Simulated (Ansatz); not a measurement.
# CH2BClO: basis-set convergence

How large a basis does CH2BClO need? Two functionals are run in growing sets.

The runs use Ansatz 0.2.0, Gaussian basis; one geometry, several basis sets.

Plan: PBE0-D4/def2-SVP; ωB97M-V/def2-SVP; PBE0-D4/def2-QZVPP; ωB97M-V/def2-QZVPP; the functionals' def2-TZVPP values are taken from earlier runs.

## 1. The relaxed structure

The geometry comes from an earlier relaxation with PBE0-D4 in a triple-zeta def2 set; it is a stationary point.

6 atoms, charge 0, spin multiplicity 1.

Atoms are counted from 1 here; the program's logs count them from 0.

Bond lengths: O1–C2 1.210 Å, C2–B3 1.583 Å, C2–H5 1.114 Å, B3–Cl4 1.733 Å, B3–H6 1.189 Å. Angles: O1–C2–B3 117.4°, O1–C2–H5 120.1°, B3–C2–H5 122.4°, C2–B3–Cl4 117.8°, C2–B3–H6 122.5°, Cl4–B3–H6 119.6°.

## 2. PBE0-D4 in def2-SVP

in.yaml reads:

```yaml
crystal:
  periodic: [false, false, false]
  atoms:
    - {symbol: O, position_ang: [0.692693, 1.603462, 0.215451]}
    - {symbol: C, position_ang: [-0.023506, 0.779707, -0.306548]}
    - {symbol: B, position_ang: [-0.097489, -0.651571, 0.364969]}
    - {symbol: Cl, position_ang: [0.517046, -1.998444, -0.535892]}
    - {symbol: H, position_ang: [-0.551848, 1.020449, -1.257255]}
    - {symbol: H, position_ang: [-0.494796, -0.817603, 1.473175]}
basis:
  gaussian: {orbitals: def2-SVP}
hamiltonian: {xc: pbe0, dispersion: d4}
output: {orbitals: {seedname: orbitals}}
```

Launch:

```bash
> ansatz run in.yaml --threads 2 --pin off --events-out ev --progress --plain --max-ram 4352MiB
```

The runs that follow: ωB97M-V in def2-SVP; PBE0-D4 in def2-QZVPP; ωB97M-V in def2-QZVPP.

Q: Predict the results of all the runs planned. Wanted: PBE0-D4: double and triple zeta above quadruple; ωB97M-V: double and triple zeta above quadruple.

As calculated:

| quantity | value |
| --- | --- |
| PBE0-D4: double and triple zeta above quadruple | 9.20, 0.57 eV |
| ωB97M-V: double and triple zeta above quadruple | 9.27, 0.54 eV |

**Reading.** PBE0-D4 gains 8.63 eV from double to triple zeta, then 0.57 eV more. These are total energies; as a rule much of such shifts cancels in differences, which this series doesn't test.
